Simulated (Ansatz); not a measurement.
# BH₃O₃ + SiH₄: a complex and its separated parts, part 2 of 2

Ansatz 0.2.0, Gaussian basis. The steps go on from the part before.

### 13 CAM-B3LYP-D4/def2-TZVPP

The inputs:

parta/in.yaml

```yaml
crystal:
  periodic: [false, false, false]
  atoms:
    - {symbol: B, position_ang: [-0.429192, -1.602501, -0.208702]}
    - {symbol: O, position_ang: [-1.612768, -0.984609, 0.080358]}
    - {symbol: O, position_ang: [0.752309, -0.954523, 0.015770]}
    - {symbol: O, position_ang: [-0.427098, -2.868371, -0.722269]}
    - {symbol: H, position_ang: [-1.483923, -0.102038, 0.434109]}
    - {symbol: H, position_ang: [1.510935, -1.489914, -0.226118]}
    - {symbol: H, position_ang: [-1.314532, -3.215593, -0.834363]}
basis:
  gaussian: {orbitals: def2-TZVPP}
hamiltonian: {xc: {name: CAM-B3LYP}, dispersion: d4}
```

partb/in.yaml

```yaml
crystal:
  periodic: [false, false, false]
  atoms:
    - {symbol: Si, position_ang: [0.600891, 2.243511, 0.292257]}
    - {symbol: H, position_ang: [0.517403, 1.863987, -1.140668]}
    - {symbol: H, position_ang: [0.506847, 3.719771, 0.419537]}
    - {symbol: H, position_ang: [-0.516096, 1.610250, 1.037762]}
    - {symbol: H, position_ang: [1.895324, 1.779929, 0.852425]}
basis:
  gaussian: {orbitals: def2-TZVPP}
hamiltonian: {xc: {name: CAM-B3LYP}, dispersion: d4}
```

One command serves all of them, each in its own folder.

The run is started by

```bash
$ ansatz run in.yaml --threads 8 --pin off --events-out ev --progress --plain --max-ram 19148MiB
```

Output in parta (excerpt; [...] marks lines left out):

```text
Functional definition: CAM-B3LYP
  name "CAM-B3LYP"
  cite "Yanai, Tew & Handy, Chem. Phys. Lett. 393, 51 (2004) doi:10.1016/j.cplett.2004.06.011"
  cite "Iikura, Tsuneda, Yanai & Hirao, J. Chem. Phys. 115, 3540 (2001) doi:10.1063/1.1383587"
  cite "Becke, Phys. Rev. A 38, 3098 (1988) doi:10.1103/PhysRevA.38.3098"
  cite "Lee, Yang & Parr, Phys. Rev. B 37, 785 (1988) doi:10.1103/PhysRevB.37.785"
[...]
  # Exact exchange under (alpha + beta erf(omega r))/r, Becke's under what is left of 1/r.
[...]
799 factors; their error is unknown
204 factors; integrals over basis functions are off by at most 1.4e-5 eV
[...]
mean field -6871.67899909 eV, -252.5295454254 hartree, gradient 1.9e-5 eV, S^2 0.000000; 0 other end points of the search recorded, 0 dependent functions left out
reference -6871.67910069 eV, -252.5295491591 hartree; 16, 16 occupied and 150, 150 virtual orbitals, 799 factors
Total energy: -6871.74771219 eV, -252.5320705851 hartree
```

partb printed (excerpt; [...] marks lines left out):

```text
[... 6 set-up lines as earlier in the session ...]
[...]
  # Exact exchange under (alpha + beta erf(omega r))/r, Becke's under what is left of 1/r.
[...]
527 factors; their error is unknown
147 factors; integrals over basis functions are off by at most 1.2e-5 eV
[...]
mean field -7942.76489731 eV, -291.8912261768 hartree, gradient 9.1e-6 eV, S^2 0.000000; 0 other end points of the search recorded, 0 dependent functions left out
reference -7942.76499978 eV, -291.8912299424 hartree; 9, 9 occupied and 89, 89 virtual orbitals, 527 factors
Total energy: -7942.79916917 eV, -291.8924856444 hartree
```

Times: 0.75 s (parta), 0.3 s (partb) on 8 threads of Arm Neoverse V1, shared host.

### 14 wB97X-V/def2-TZVPP

Each input of step 13 (parta, partb) changes in the same lines:

```diff
-hamiltonian: {xc: {name: CAM-B3LYP}, dispersion: d4}
+hamiltonian: {xc: {name: wB97X-V}}
```

One command serves all of them, each in its own folder.

The run is started by

```bash
$ ansatz run in.yaml --threads 8 --pin off --events-out ev --progress --plain --max-ram 19148MiB
```

Log of parta (excerpt; [...] marks lines left out):

```text
Functional definition: wB97X-V
  name "wB97X-V"
  cite "Mardirossian & Head-Gordon, Phys. Chem. Chem. Phys. 16, 9904 (2014) doi:10.1039/C3CP54374A"
[... 2 set-up lines as earlier in the session ...]
[...]
      + integral(e_c_pw_opposite_spin*poly(b97_u_opposite, cos0, cos1)) + vv10(b, c)
799 factors; their error is unknown
190 factors; integrals over basis functions are off by at most 1.0e-5 eV
[...]
mean field -6871.55640651 eV, -252.5250402309 hartree, gradient 3.9e-5 eV, S^2 0.000000; 0 other end points of the search recorded, 0 dependent functions left out
reference -6871.55640479 eV, -252.5250401679 hartree; 16, 16 occupied and 150, 150 virtual orbitals, 799 factors
Total energy: -6871.55640479 eV, -252.5250401679 hartree
```

Log of partb (excerpt; [...] marks lines left out):

```text
[... 5 set-up lines as earlier in the session ...]
[...]
      + integral(e_c_pw_opposite_spin*poly(b97_u_opposite, cos0, cos1)) + vv10(b, c)
527 factors; their error is unknown
136 factors; integrals over basis functions are off by at most 1.1e-5 eV
[...]
mean field -7941.38119949 eV, -291.8403762198 hartree, gradient 2.9e-5 eV, S^2 0.000000; 0 other end points of the search recorded, 0 dependent functions left out
reference -7941.38119775 eV, -291.8403761559 hartree; 9, 9 occupied and 89, 89 virtual orbitals, 527 factors
Total energy: -7941.38119775 eV, -291.8403761559 hartree
```

They took 1.7 s (parta), 0.65 s (partb) on 8 threads of Arm Neoverse V1, shared host.

### 15 wB97M-V/def2-TZVPP

The same edit goes into each in.yaml of step 14 (parta, partb):

```diff
-hamiltonian: {xc: {name: wB97X-V}}
+hamiltonian: {xc: {name: wB97M-V}}
```

The same command starts each run, in its folder.

The run is started by

```bash
$ ansatz run in.yaml --threads 8 --pin off --events-out ev --progress --plain --max-ram 19148MiB
```

Output in parta (excerpt; [...] marks lines left out):

```text
Functional definition: wB97M-V
  name "wB97M-V"
  cite "Mardirossian & Head-Gordon, J. Chem. Phys. 144, 214110 (2016) doi:10.1063/1.4952647"
[... 2 set-up lines as earlier in the session ...]
  # Of w^i u^j: cxij and so on, Table III.
[...]
  gx(w, u) = 1 - cx + cx01*u + cx10*w
[...]
      + integral(e_c_pw_mod_opposite_spin*gos(b97_w_opposite, b97_u_opposite)) + vv10(b, c)
799 factors; their error is unknown
190 factors; integrals over basis functions are off by at most 1.0e-5 eV
[...]
mean field -6871.87409358 eV, -252.5367150156 hartree, gradient 4.1e-5 eV, S^2 0.000000; 0 other end points of the search recorded, 0 dependent functions left out
reference -6871.87413571 eV, -252.5367165639 hartree; 16, 16 occupied and 150, 150 virtual orbitals, 799 factors
Total energy: -6871.87413571 eV, -252.5367165639 hartree
```

Log of partb (excerpt; [...] marks lines left out):

```text
[... 5 set-up lines as earlier in the session ...]
  # Of w^i u^j: cxij and so on, Table III.
[...]
  gx(w, u) = 1 - cx + cx01*u + cx10*w
[...]
      + integral(e_c_pw_mod_opposite_spin*gos(b97_w_opposite, b97_u_opposite)) + vv10(b, c)
527 factors; their error is unknown
136 factors; integrals over basis functions are off by at most 1.1e-5 eV
[...]
mean field -7941.54394228 eV, -291.8463569068 hartree, gradient 4.9e-5 eV, S^2 0.000000; 0 other end points of the search recorded, 0 dependent functions left out
reference -7941.54398467 eV, -291.8463584646 hartree; 9, 9 occupied and 89, 89 virtual orbitals, 527 factors
Total energy: -7941.54398467 eV, -291.8463584646 hartree
```

They took 1.9 s (parta), 0.65 s (partb) on 8 threads of Arm Neoverse V1, shared host.

### 16 B2PLYP/def2-TZVPP

Each input of step 15 (parta, partb) changes in the same lines:

```diff
-hamiltonian: {xc: {name: wB97M-V}}
+hamiltonian: {xc: {name: B2PLYP}}
```

Each run has its own folder and the same command.

The run is started by

```bash
$ ansatz run in.yaml --threads 8 --pin off --events-out ev --progress --plain --max-ram 19148MiB
```

parta printed (excerpt; [...] marks lines left out):

```text
Functional definition: B2PLYP
  name "B2PLYP"
  cite "Grimme, J. Chem. Phys. 124, 034108 (2006) doi:10.1063/1.2148954"
[... 2 set-up lines as earlier in the session ...]
[...]
1048 factors; integrals over basis functions are off by at most 9.0e-4 eV
[...]
mean field -6862.26394374 eV, -252.1835485230 hartree, gradient 3.2e-6 eV, S^2 0.000000; 0 other end points of the search recorded, 0 dependent functions left out
4 core orbitals not correlated: weight in the atoms' cores, before any rotation towards them, 1.000 or more for the frozen orbitals, at most 0.000 for the correlated occupied ones
reference -6862.26407105 eV, -252.1835532014 hartree; 12, 12 occupied and 150, 150 virtual orbitals, 1048 factors
second order -26.44299381 eV of doubles, -0.00000000 eV of singles
Total energy: -6869.40367938 eV, -252.4459289681 hartree
```

Log of partb (excerpt; [...] marks lines left out):

```text
[... 5 set-up lines as earlier in the session ...]
[...]
537 factors; integrals over basis functions are off by at most 1.0e-3 eV
[...]
mean field -7937.89720345 eV, -291.7123417269 hartree, gradient 2.5e-6 eV, S^2 0.000000; 0 other end points of the search recorded, 0 dependent functions left out
5 core orbitals not correlated: weight in the atoms' cores, before any rotation towards them, 1.000 or more for the frozen orbitals, at most 0.000 for the correlated occupied ones
reference -7937.89733660 eV, -291.7123466201 hartree; 4, 4 occupied and 89, 89 virtual orbitals, 537 factors
second order -4.78242648 eV of doubles, -0.00000000 eV of singles
Total energy: -7939.18859175 eV, -291.7597993716 hartree
```

They took 1.1 s (parta), 0.35 s (partb) on 8 threads of Arm Neoverse V1, shared host.

### 17 PBE-QIDH/def2-TZVPP

The same edit goes into each in.yaml of step 16 (parta, partb):

```diff
-hamiltonian: {xc: {name: B2PLYP}}
+hamiltonian: {xc: {name: PBE-QIDH}}
```

Each run has its own folder and the same command.

The run is started by

```bash
$ ansatz run in.yaml --threads 8 --pin off --events-out ev --progress --plain --max-ram 19148MiB
```

Log of parta (excerpt; [...] marks lines left out):

```text
Functional definition: PBE-QIDH
  name "PBE-QIDH"
  cite "Brémond, Sancho-García, Pérez-Jiménez & Adamo, J. Chem. Phys. 141, 031101 (2014) doi:10.1063/1.4890314"
[... 1 set-up line as earlier in the session ...]
[...]
1048 factors; integrals over basis functions are off by at most 9.0e-4 eV
[...]
mean field -6857.36278990 eV, -252.0034344413 hartree, gradient 6.5e-6 eV, S^2 0.000000; 0 other end points of the search recorded, 0 dependent functions left out
4 core orbitals not correlated: weight in the atoms' cores, before any rotation towards them, 1.000 or more for the frozen orbitals, at most 0.000 for the correlated occupied ones
reference -6857.36279954 eV, -252.0034347956 hartree; 12, 12 occupied and 150, 150 virtual orbitals, 1048 factors
second order -24.64117738 eV of doubles, -0.00000000 eV of singles
Total energy: -6865.57652533 eV, -252.3052836510 hartree
```

partb printed (excerpt; [...] marks lines left out):

```text
[... 4 set-up lines as earlier in the session ...]
[...]
537 factors; integrals over basis functions are off by at most 1.0e-3 eV
[...]
mean field -7935.34608718 eV, -291.6185899329 hartree, gradient 4.7e-6 eV, S^2 0.000000; 0 other end points of the search recorded, 0 dependent functions left out
5 core orbitals not correlated: weight in the atoms' cores, before any rotation towards them, 1.000 or more for the frozen orbitals, at most 0.000 for the correlated occupied ones
reference -7935.34609775 eV, -291.6185903216 hartree; 4, 4 occupied and 89, 89 virtual orbitals, 537 factors
second order -4.44768635 eV of doubles, -0.00000000 eV of singles
Total energy: -7936.82865987 eV, -291.6730734745 hartree
```

Wall times: 1.1 s (parta), 0.35 s (partb) on 8 threads of Arm Neoverse V1, shared host.

### 18 RPA on PBE/def2-TZVPP

Each input of step 17 (parta, partb) changes in the same lines:

```diff
-hamiltonian: {xc: {name: PBE-QIDH}}
+hamiltonian: {xc: pbe}
+correlation: {method: rpa}
```

One command serves all of them, each in its own folder.

The run is started by

```bash
$ ansatz run in.yaml --threads 8 --pin off --events-out ev --progress --plain --max-ram 19148MiB
```

Log of parta (excerpt; [...] marks lines left out):

```text
[... 4 set-up lines as earlier in the session ...]
[...]
1048 factors; integrals over basis functions are off by at most 9.0e-4 eV
[...]
mean field -6866.23676242 eV, -252.3295469165 hartree, gradient 2.0e-6 eV, S^2 0.000000; 0 other end points of the search recorded, 0 dependent functions left out
4 core orbitals not correlated: weight in the atoms' cores, before any rotation towards them, 1.000 or more for the frozen orbitals, at most 0.000 for the correlated occupied ones
reference -6837.43751024 eV, -251.2711939196 hartree; 12, 12 occupied and 150, 150 virtual orbitals, 1048 factors
Total energy: -6871.15453254 eV, -252.5102716349 hartree
```

partb printed (excerpt; [...] marks lines left out):

```text
[... 4 set-up lines as earlier in the session ...]
[...]
537 factors; integrals over basis functions are off by at most 1.0e-3 eV
[...]
mean field -7938.15287388 eV, -291.7217374417 hartree, gradient 6.9e-6 eV, S^2 0.000000; 0 other end points of the search recorded, 0 dependent functions left out
5 core orbitals not correlated: weight in the atoms' cores, before any rotation towards them, 1.000 or more for the frozen orbitals, at most 0.000 for the correlated occupied ones
reference -7925.04972592 eV, -291.2402056359 hartree; 4, 4 occupied and 89, 89 virtual orbitals, 537 factors
Total energy: -7933.57985013 eV, -291.5536819187 hartree
```

Times: 1.1 s (parta), 0.35 s (partb) on 8 threads of Arm Neoverse V1, shared host.

### 19 CCSD(T)/def2-TZVPP

The same edit goes into each in.yaml of step 18 (parta, partb):

```diff
-hamiltonian: {xc: pbe}
-correlation: {method: rpa}
+correlation: {method: ccsd_t}
```

One command serves all of them, each in its own folder.

The run is started by

```bash
$ ansatz run in.yaml --threads 8 --pin off --events-out ev --progress --plain --max-ram 19148MiB
```

Log of parta (excerpt; [...] marks lines left out):

```text
Functional definition: HF
  name "HF"
  cite "Fock, Z. Phys. 61, 126 (1930) doi:10.1007/BF01340294"
[... 1 set-up line as earlier in the session ...]
[...]
1048 factors; integrals over basis functions are off by at most 9.0e-4 eV
[...]
mean field -6838.59487030 eV, -251.3137261173 hartree, gradient 2.6e-6 eV, S^2 0.000000; 0 other end points of the search recorded, 0 dependent functions left out
4 core orbitals not correlated: weight in the atoms' cores, before any rotation towards them, 1.000 or more for the frozen orbitals, at most 0.000 for the correlated occupied ones
reference -6838.59487030 eV, -251.3137261173 hartree; 12, 12 occupied and 150, 150 virtual orbitals, 1048 factors
second order -22.13448174 eV of doubles, -0.00000000 eV of singles
cycle   1  -21.88821583 eV  change    2.5e-1 eV  update   8.7e-2
[...]
cycle   9  -22.39834514 eV  change    4.2e-6 eV  update   6.8e-6
perturbative correction -0.77669020 eV, -0.0285428385 hartree
Total energy: -6861.76990564 eV, -252.1653929577 hartree
```

Log of partb (excerpt; [...] marks lines left out):

```text
[... 4 set-up lines as earlier in the session ...]
[...]
537 factors; integrals over basis functions are off by at most 1.0e-3 eV
[...]
mean field -7925.54415625 eV, -291.2583756153 hartree, gradient 1.8e-6 eV, S^2 0.000000; 0 other end points of the search recorded, 0 dependent functions left out
5 core orbitals not correlated: weight in the atoms' cores, before any rotation towards them, 1.000 or more for the frozen orbitals, at most 0.000 for the correlated occupied ones
reference -7925.54415625 eV, -291.2583756153 hartree; 4, 4 occupied and 89, 89 virtual orbitals, 537 factors
second order -3.90715182 eV of doubles, -0.00000000 eV of singles
cycle   1  -4.49744021 eV  change   -5.9e-1 eV  update   5.5e-2
[...]
cycle   8  -4.71918515 eV  change   -6.8e-7 eV  update   3.7e-6
perturbative correction -0.10445091 eV, -0.0038385002 hartree
Total energy: -7930.36779231 eV, -291.4356409711 hartree
```

They took 12 s (parta), 0.45 s (partb) on 8 threads of Arm Neoverse V1, shared host; peak memory 1.5 GiB.

### 20 Vibrations of BH₃O₃

vib-parta/in.yaml reads:

```yaml
crystal:
  periodic: [false, false, false]
  atoms:
    - {symbol: B, position_ang: [-0.429192, -1.602501, -0.208702]}
    - {symbol: O, position_ang: [-1.612768, -0.984609, 0.080358]}
    - {symbol: O, position_ang: [0.752309, -0.954523, 0.015770]}
    - {symbol: O, position_ang: [-0.427098, -2.868371, -0.722269]}
    - {symbol: H, position_ang: [-1.483923, -0.102038, 0.434109]}
    - {symbol: H, position_ang: [1.510935, -1.489914, -0.226118]}
    - {symbol: H, position_ang: [-1.314532, -3.215593, -0.834363]}
basis:
  gaussian: {orbitals: def2-TZVP}
hamiltonian: {xc: pbe0, dispersion: d4}
phonons: {temperatures: {t_min: 298.15, t_max: 900, t_step: 200}}
```

The run is started by

```bash
$ ansatz run in.yaml --threads 8 --pin off --events-out ev --progress --plain --max-ram 19148MiB
```

The log of the run (excerpt; [...] marks lines left out):

```text
[... 5 set-up lines as earlier in the session ...]
[...]
754 factors; their error is unknown
[...]
mean field -6866.28152667 eV, -252.3311919724 hartree, gradient 2.0e-5 eV, S^2 0.000000; 0 other end points of the search recorded, 0 dependent functions left out
[...]
Atom 4 at    -1.483923    -0.102038     0.434109 Å, force    -0.000261    -0.000099     0.000018 eV/Å
Atom 5 at     1.510935    -1.489914    -0.226118 Å, force     0.000142     0.000129     0.000106 eV/Å
Atom 6 at    -1.314532    -3.215593    -0.834363 Å, force     0.000096     0.000185     0.000112 eV/Å
Dipole moment:    -0.000005    -0.000020    -0.000073 e Å
Vibrations: 428.11 428.19 441.74 534.63 534.73 679.28 885.83 1018.74 1018.77 1019.33 1479.55 1479.58 3903.04 3903.08 3904.12 cm⁻¹, zero-point energy 1.342669 eV
```

It took 20 s on 8 threads of Arm Neoverse V1, shared host.

The modes, with what each moves most:

| mode | wavenumber (cm⁻¹) | character |
| --- | --- | --- |
| 1 | 428 | bend |
| 2 | 428 | bend |
| 3 | 442 | torsion |
| 4 | 535 | torsion |
| 5 | 535 | torsion |
| 6 | 679 | wag or twist |
| 7 | 886 | B–O stretch |
| 8 | 1019 | bend |
| 9 | 1019 | bend |
| 10 | 1019 | bend |
| 11 | 1480 | B–O stretch |
| 12 | 1480 | B–O stretch |
| 13 | 3903 | O–H stretch |
| 14 | 3903 | O–H stretch |
| 15 | 3904 | O–H stretch |

Vibrational sums (real modes only):

| T (K) | entropy (J/mol/K) | heat capacity (J/mol/K) |
| --- | --- | --- |
| 298 | 18.7 | 38.3 |
| 498 | 45.0 | 63.7 |
| 698 | 69.0 | 77.9 |
| 898 | 89.7 | 86.8 |

### 21 Vibrations of SiH₄

vib-partb/in.yaml reads:

```yaml
crystal:
  periodic: [false, false, false]
  atoms:
    - {symbol: Si, position_ang: [0.600891, 2.243511, 0.292257]}
    - {symbol: H, position_ang: [0.517403, 1.863987, -1.140668]}
    - {symbol: H, position_ang: [0.506847, 3.719771, 0.419537]}
    - {symbol: H, position_ang: [-0.516096, 1.610250, 1.037762]}
    - {symbol: H, position_ang: [1.895324, 1.779929, 0.852425]}
basis:
  gaussian: {orbitals: def2-TZVP}
hamiltonian: {xc: pbe0, dispersion: d4}
phonons: {temperatures: {t_min: 298.15, t_max: 900, t_step: 200}}
```

The run is started by

```bash
$ ansatz run in.yaml --threads 8 --pin off --events-out ev --progress --plain --max-ram 19148MiB
```

The log of the run (excerpt; [...] marks lines left out):

```text
[... 5 set-up lines as earlier in the session ...]
[...]
444 factors; their error is unknown
[...]
mean field -7939.08540057 eV, -291.7560071655 hartree, gradient 2.9e-5 eV, S^2 0.000000; 0 other end points of the search recorded, 0 dependent functions left out
[...]
Atom 2 at     0.506847     3.719771     0.419537 Å, force    -0.000087     0.000312     0.000075 eV/Å
Atom 3 at    -0.516096     1.610250     1.037762 Å, force    -0.000028     0.000214     0.000058 eV/Å
Atom 4 at     1.895324     1.779929     0.852425 Å, force     0.001077    -0.000292     0.000368 eV/Å
Dipole moment:     0.000021     0.000021    -0.000007 e Å
Vibrations: 906.71 906.74 906.75 968.53 968.56 2235.55 2245.07 2245.22 2245.34 cm⁻¹, zero-point energy 0.844858 eV
```

It took 3.4 s on 8 threads of Arm Neoverse V1, shared host.

Wavenumbers and character of the modes:

| mode | wavenumber (cm⁻¹) | character |
| --- | --- | --- |
| 1 | 907 | bend |
| 2 | 907 | bend |
| 3 | 907 | bend |
| 4 | 969 | bend |
| 5 | 969 | bend |
| 6 | 2236 | Si–H stretch |
| 7 | 2245 | Si–H stretch |
| 8 | 2245 | Si–H stretch |
| 9 | 2245 | Si–H stretch |

Vibrational sums (real modes only):

| T (K) | entropy (J/mol/K) | heat capacity (J/mol/K) |
| --- | --- | --- |
| 298 | 2.6 | 9.7 |
| 498 | 11.5 | 25.7 |
| 698 | 22.2 | 38.0 |
| 898 | 32.9 | 47.1 |

### 22 Complex less separated parts

The complex's own energies come from single points at the same levels.

Rows are in def2-TZVPP; times add the 3 runs of a level on a shared host, so small differences are noise.

Differences are taken before rounding.

| method | rung | complex less parts (eV) | from CCSD(T) (eV) | time |
| --- | --- | --- | --- | --- |
| SPW92 | LDA | -0.184 | -0.088 | 1.3 s |
| PBE-D4 | GGA | -0.118 | -0.023 | 1.9 s |
| BLYP-D4 | GGA | -0.108 | -0.013 | 2.1 s |
| r2SCAN-D4 | meta-GGA | -0.105 | -0.010 | 4.1 s |
| B97M-V | meta-GGA | -0.118 | -0.022 | 7 s |
| PBE0-D4 | hybrid | -0.108 | -0.013 | 2.8 s |
| B3LYP-D4 | hybrid | -0.111 | -0.016 | 2.6 s |
| r2SCAN0-D4 | hybrid | -0.104 | -0.009 | 4.5 s |
| BHLYP-D4 | hybrid | -0.117 | -0.021 | 2.7 s |
| CAM-B3LYP-D4 | range-separated hybrid | -0.114 | -0.019 | 3 s |
| wB97X-V | range-separated hybrid | -0.105 | -0.010 | 6.7 s |
| wB97M-V | range-separated hybrid | -0.111 | -0.016 | 7.5 s |
| B2PLYP | double hybrid | -0.055 | +0.041 | 4.7 s |
| PBE-QIDH | double hybrid | -0.073 | +0.022 | 4.7 s |
| RPA on PBE | RPA | -0.077 | +0.019 | 5.3 s |
| Hartree-Fock | wavefunction | 0.013 | +0.108 |  |
| MP2 | wavefunction | -0.094 | +0.001 |  |
| CCSD | wavefunction | -0.079 | +0.017 |  |
| CCSD(T) | wavefunction | -0.096 | 0 | 2.4 min |

Among the levels timed on like hardware and quicker than the yardstick, those that no quicker one beats, quickest first: SPW92 (1.3 s, -0.088 eV); PBE-D4 (1.9 s, -0.023 eV); BLYP-D4 (2.1 s, -0.013 eV); PBE0-D4 (2.8 s, -0.013 eV); r2SCAN-D4 (4.1 s, -0.010 eV); r2SCAN0-D4 (4.5 s, -0.009 eV).

r2SCAN0-D4 reaches 0.009 eV from the reference in 4.5 s, where CCSD(T) took 2.4 min; the quickest level in the cost chart, SPW92, takes 1.3 s and misses by 0.088 eV.

The complex's zero-point energy, from a separate PBE0-D4 run, is 2.226 eV.

### 23 What came out

The summary covers parts 1 to 2.

```
                              quantity      value
complex less parts, CCSD(T)/def2-TZVPP  -0.096 eV
                with zero-point energy  -0.057 eV
                 largest T1 diagnostic      0.012
```

At CCSD(T) the complex lies 0.096 eV below its parts. The functionals run from r2SCAN0-D4, off by -0.009 eV, to SPW92, off by -0.088 eV, against CCSD(T). Mean unsigned error by rung: LDA 0.088, GGA 0.018, meta-GGA 0.016, hybrid 0.015, range-separated hybrid 0.015, double hybrid 0.031 eV. The double hybrids carry no dispersion term here, unlike the levels marked D4 or V. PBE-D4 gives a relative energy 0.023 eV too low, an error of 24 % of the reference. No counterpoise was applied, and triple zeta lacks some correlation, so the CCSD(T) reference has a basis error of its own, and close matches with it are partly luck.
